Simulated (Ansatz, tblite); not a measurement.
# The cluster Sr5O6: which isomer is lowest

An exercise on one series of results from a longer session: the logs are not shown, and one member is left open.

Program: Ansatz 0.2.0, Gaussian basis. Level of theory: relaxed with PBE-D4/def2-SVP, singlet. These are calculated values, not measurements.

2 further runs of the same task are left out: 2 set aside as unsound or not needed. Runs told in other sessions of the task aren't counted.

## The starting structure

11 atoms, charge 0, spin multiplicity 1.

Atoms are counted from 1 here; the program's logs count them from 0.

Bond lengths: Sr1–O6 2.200 Å, Sr1–O8 2.168 Å, Sr1–O11 2.289 Å, Sr2–O7 2.356 Å, Sr2–O10 2.278 Å, Sr2–O11 2.300 Å, Sr3–O6 2.434 Å, Sr3–O9 2.364 Å, Sr3–O10 2.327 Å, Sr3–O11 2.394 Å, Sr4–O7 2.169 Å, Sr4–O8 2.100 Å, Sr5–O6 2.400 Å, Sr5–O7 2.331 Å, Sr5–O9 2.351 Å, Sr5–O10 2.356 Å. Angles: O6–Sr1–O8 125.1°, O6–Sr1–O11 86.3°, O8–Sr1–O11 125.4°, O7–Sr2–O10 85.0°, O7–Sr2–O11 106.2°, O10–Sr2–O11 85.5°, O6–Sr3–O9 36.0°, O6–Sr3–O10 88.0°, O6–Sr3–O11 79.0°, O9–Sr3–O10 84.1°, O9–Sr3–O11 113.8°, O10–Sr3–O11 82.3°, O7–Sr4–O8 107.9°, O6–Sr5–O7 98.8°, O6–Sr5–O9 36.4°, O6–Sr5–O10 88.1°, O7–Sr5–O9 133.7°, O7–Sr5–O10 83.9° and more.

Geometry (Å):

```xyz
11
charge 0, multiplicity 1
Sr    0.40886   -1.90952   -0.04013
Sr   -1.95025    0.55210    1.01862
Sr    1.29786    0.57804    2.20012
Sr   -1.73779   -0.97813   -2.59594
Sr    0.59662    1.72755   -0.89090
O     1.77851   -0.18818   -0.05978
O    -1.47186    0.72700   -1.28184
O    -0.73403   -2.61355   -1.74197
O     2.54020    1.05069    0.24574
O    -0.25406    2.05001    1.28267
O    -0.47406   -0.99600    1.86340
```

Sr takes a core potential in the def2 sets. No spin-orbit coupling is included.

A search from random starts with GFN1-xTB found 22 distinct shapes; 2 go on here. The structure above is candidate A, which lies 0.00 eV above the lowest at that level; B lies 1.10 eV above the lowest at that level.

Set-up of the first run:

File in.yaml:

```yaml
crystal:
  periodic: [false, false, false]
  atoms:
    - {symbol: Sr, position_ang: [0.408860, -1.909520, -0.040130]}
    - {symbol: Sr, position_ang: [-1.950250, 0.552100, 1.018620]}
    - {symbol: Sr, position_ang: [1.297860, 0.578040, 2.200120]}
    - {symbol: Sr, position_ang: [-1.737790, -0.978130, -2.595940]}
    - {symbol: Sr, position_ang: [0.596620, 1.727550, -0.890900]}
    - {symbol: O, position_ang: [1.778510, -0.188180, -0.059780]}
    - {symbol: O, position_ang: [-1.471860, 0.727000, -1.281840]}
    - {symbol: O, position_ang: [-0.734030, -2.613550, -1.741970]}
    - {symbol: O, position_ang: [2.540200, 1.050690, 0.245740]}
    - {symbol: O, position_ang: [-0.254060, 2.050010, 1.282670]}
    - {symbol: O, position_ang: [-0.474060, -0.996000, 1.863400]}
basis:
  gaussian: {orbitals: def2-SVP}
hamiltonian: {xc: pbe, dispersion: d4}
scf: {lower_state_search: "off"}
output: {orbitals: {seedname: orbitals}}
relax: {f_tol: 0.03, max_steps: 70}
```

The run is started by

```bash
$ ansatz run in.yaml --threads 4 --pin off --events-out ev --progress --plain --max-ram 6963MiB
```

Steps of the session up to this table: Relaxing candidate A; Relaxing candidate B; Candidate B, PBE0-D4/def2-TZVP; Candidate B, PBE-D4/def2-TZVP; Candidate B, r2SCAN-D4/def2-TZVP.

One of the session's tables, all rows but one given; the rest of the session is left out.

It belongs to the step «B against A». 

```
              level  B above A (kcal/mol)
           GFN1-xTB                 +33.1
           GFN2-xTB                 +30.6
   PBE-D4/def2-TZVP                 +41.6
r2SCAN-D4/def2-TZVP                     ?
  PBE0-D4/def2-TZVP                 +42.6
```

Q: Estimate the row for r2SCAN-D4/def2-TZVP from the others.

As computed: B above A (kcal/mol): +44.8. In the column «B above A (kcal/mol)» it is the highest.

Caveats from the session: The search was small, so a lower isomer may exist. Only singlets are compared; another spin may lie lower and prefer another shape.
